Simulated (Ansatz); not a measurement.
Crystal: CaNi2.

```
CELL_PARAMETERS angstrom
0.00000 3.56266 3.56266
3.56266 0.00000 3.56266
3.56266 3.56266 0.00000
ATOMIC_POSITIONS crystal
Ni 0.12500 0.12500 0.62500
Ni 0.12500 0.62500 0.12500
Ni 0.62500 0.12500 0.12500
Ni 0.12500 0.12500 0.12500
Ca 0.75000 0.75000 0.75000
Ca 0.50000 0.50000 0.50000
```

The cell is a database's computed one.

| Quantity | Value |
| --- | --- |
| Program | Ansatz 0.2.0 |
| Task | relaxation of cell and atoms |
| Functional | RPBE |
| Dispersion | D3(BJ) |
| Potentials or basis | Ansatz PAW |
| Cutoff | 420 eV (not typed: the program's choice for these potentials) |
| k mesh | 7 × 7 × 7 |
| Occupations | fermi-dirac, width 0.05 eV |
| Spin | collinear spin, ferromagnetic start |
| Starting moments | [1.0, 1.0, 1.0, 1.0, 0.0, 0.0] μB |

At the start: volume 15.07 Å³/atom.

Task: Where does the relaxation end?

Result: It ends after 5 steps and the volume is 12.50 Å³/atom (-17.1 %); space group Fd-3m (No. 227, to 0.05 Å); moment 0.00 μB per cell.

The path:
```tsv
step	energy change (eV)	largest force (eV/Å)	volume (Å³)
1	0.0000	0.0000	90.44
2	-1.1600	0.0000	77.85
3	-1.2075	0.0000	74.05
4	-1.2137	0.0000	75.01
5	-1.2068	0.0000	75.01
```

Final structure:
```yaml
crystal:
  lattice:
    - [0.00000, 3.34732, 3.34732]
    - [3.34732, 0.00000, 3.34732]
    - [3.34732, 3.34732, 0.00000]
  atoms:
    - { symbol: Ni, position: [0.12500, 0.12500, 0.62500] }
    - { symbol: Ni, position: [0.12500, 0.62500, 0.12500] }
    - { symbol: Ni, position: [0.62500, 0.12500, 0.12500] }
    - { symbol: Ni, position: [0.12500, 0.12500, 0.12500] }
    - { symbol: Ca, position: [0.75000, 0.75000, 0.75000] }
    - { symbol: Ca, position: [0.50000, 0.50000, 0.50000] }
```

Caveat: the volume moved by over 15 % at a fixed basis, so the end points are rough; the plane-wave basis is chosen anew once the cell has moved, so the energies of steps on either side of that aren't comparable; the PAW data sets come from PBE, with cores solved anew for the run's functional, which leaves a small shift of forces and pressure; the starting moments weren't kept.
